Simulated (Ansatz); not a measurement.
# H6OSi2: the cost of one run

Method: PBE0-D4/def2-TZVP structures, single points in def2-TZVPP, no counterpoise correction; program: Ansatz 0.2.0, Gaussian basis.

Levels: SPW92, PBE-D4, BLYP-D4, r2SCAN-D4, B97M-V, PBE0-D4, B3LYP-D4, r2SCAN0-D4, BHLYP-D4, CAM-B3LYP-D4, wB97X-V, wB97M-V, B2PLYP, PBE-QIDH, RPA on PBE, Hartree-Fock, MP2, CCSD, CCSD(T).

Correlated methods freeze the cores. B3LYP uses VWN-RPA correlation. B2PLYP carries no dispersion term here.

113 further runs of the same task are left out: 113 set aside as unsound or not needed. Runs told in other sessions of the task aren't counted.

## Step 1: Starting geometry

The complex: 15 atoms, charge 0, spin multiplicity 1.

Atoms are counted from 1 here; the program's logs count them from 0.

Bond lengths: Si1–H3 1.498 Å, Si1–H4 1.489 Å, Si1–Si5 2.337 Å, Si1–O7 1.669 Å, H2–H8 0.747 Å, Si5–H10 1.488 Å, Si5–H11 1.487 Å, Si5–H12 1.495 Å, H6–N9 1.013 Å, O7–H13 0.958 Å, N9–H14 1.012 Å, N9–H15 1.012 Å. Angles: H3–Si1–H4 106.3°, H3–Si1–Si5 111.0°, H3–Si1–O7 106.2°, H4–Si1–Si5 111.0°, H4–Si1–O7 110.8°, Si5–Si1–O7 111.4°, Si1–Si5–H10 110.8°, Si1–Si5–H11 111.2°, Si1–Si5–H12 111.1°, H10–Si5–H11 109.6°, H10–Si5–H12 107.0°, H11–Si5–H12 107.1°, Si1–O7–H13 114.4°, H6–N9–H14 108.2°, H6–N9–H15 108.2°, H14–N9–H15 107.8°.

Coordinates:

```xyz
15

Si   -0.87739    0.23712   -1.21350
H     1.60502   -3.09743    0.40673
H    -1.26682    0.58563   -2.61746
H    -0.82194   -1.24956   -1.15242
Si    1.19139    1.17459   -0.66292
H    -1.13168    0.11607    1.72605
O    -2.09239    0.82674   -0.23259
H     1.40615   -2.38867    0.27919
N    -0.21131   -0.29886    1.63890
H     1.05107    2.13953    0.46087
H     2.17729    0.12374   -0.29635
H     1.76386    1.93085   -1.81818
H    -2.89041    1.07801   -0.69888
H     0.38844    0.11034    2.34390
H    -0.29120   -1.28819    1.83647
```

Its parts: Si2H6O holds atoms 1, 3, 4, 5, 7, 10, 11, 12, 13; H2 holds atoms 2, 8; NH3 holds atoms 6, 9, 14, 15. Each part counts its atoms afresh in its own runs.

## Step 2: Relaxing Si2H6O alone

Input file relax-a/in.yaml:

```yaml
crystal:
  periodic: [false, false, false]
  atoms:
    - {symbol: Si, position_ang: [-0.877392, 0.237120, -1.213499]}
    - {symbol: H, position_ang: [-1.266815, 0.585632, -2.617457]}
    - {symbol: H, position_ang: [-0.821944, -1.249564, -1.152424]}
    - {symbol: Si, position_ang: [1.191393, 1.174589, -0.662921]}
    - {symbol: O, position_ang: [-2.092388, 0.826740, -0.232594]}
    - {symbol: H, position_ang: [1.051071, 2.139531, 0.460865]}
    - {symbol: H, position_ang: [2.177293, 0.123736, -0.296352]}
    - {symbol: H, position_ang: [1.763859, 1.930855, -1.818176]}
    - {symbol: H, position_ang: [-2.890406, 1.078014, -0.698879]}
basis:
  gaussian: {orbitals: def2-TZVP}
hamiltonian: {xc: pbe0, dispersion: d4}
relax: {f_tol: 0.005, max_steps: 200}
```

Started as:

```
> ansatz run in.yaml --threads 8 --pin off --events-out ev --progress --plain --max-ram 19148MiB
```

**Question.** How long does this run take on 8 threads of Arm Neoverse V2, shared host?

About 16 s.
